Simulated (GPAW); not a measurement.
Input of a GPAW 26.7.0 run:

run.py

```python
import numpy as np
from ase.dft.bandgap import bandgap
from ase.io import read, write
from gpaw import GPAW, PW

atoms = read('POSCAR')
atoms.pbc = (True, True, False)

calc = GPAW(mode=PW(450),
            xc='revPBE',
            kpts={'size': (9, 9, 1), 'gamma': True},
            occupations={'name': 'fermi-dirac', 'width': 0.05},
            nbands=83,
            convergence={'density': 1e-05, 'energy': 1e-05},
            maxiter=150,
            poissonsolver={'dipolelayer': 'xy'},
            txt='gpaw.txt')
atoms.calc = calc
energy = atoms.get_potential_energy()
forces = atoms.get_forces()
calc.write('gs.gpw')
write('result.traj', atoms)
print(f'Energy: {energy:.6f} eV')
print('Forces (eV/A):')
print(forces.round(4))
print('Fermi level:', round(calc.get_fermi_level(), 4), 'eV')
print(f'Gap: {bandgap(calc)[0]:.4f} eV, direct: {bandgap(calc, direct=True)[0]:.4f} eV')

v = calc.get_electrostatic_potential().mean(axis=(0, 1))
z = np.arange(len(v)) * atoms.cell[2, 2] / len(v)
ef = calc.get_fermi_level()
np.savetxt('planar.dat', np.c_[z, v], fmt='%.4f')
below, above = np.interp([1.5, atoms.cell[2, 2] - 1.5], z, v) - ef
print(f'Work functions: bottom {below:.4f} eV, top {above:.4f} eV')
print('Dipole moment:', *calc.get_dipole_moment().round(5), 'e A')
```

POSCAR

```
Ag
1.0
    2.8893797293      0.0000000000      0.0000000000
    0.0000000000      2.8893797293      0.0000000000
    0.0000000000      0.0000000000     25.2155000000
Ag
6
Direct
    0.5000000000      0.5000000000      0.2974361008
    0.0000000000      0.0000000000      0.3784616605
    0.5000000000      0.5000000000      0.4594872202
    0.0000000000      0.0000000000      0.5405127798
    0.5000000000      0.5000000000      0.6215383395
    0.0000000000      0.0000000000      0.7025638992
```

Potentials or basis: the program's PAW data sets (release 1.2.1) made for this functional, pw.

Launch:

```sh
$ OMP_NUM_THREADS=1 python run.py
```

(1) Predict the work function of the lower face.

(2) What does it give for the dipole across the slab?

## Answers

(1) 4.13 eV.

(2) 0.00 e·Å.
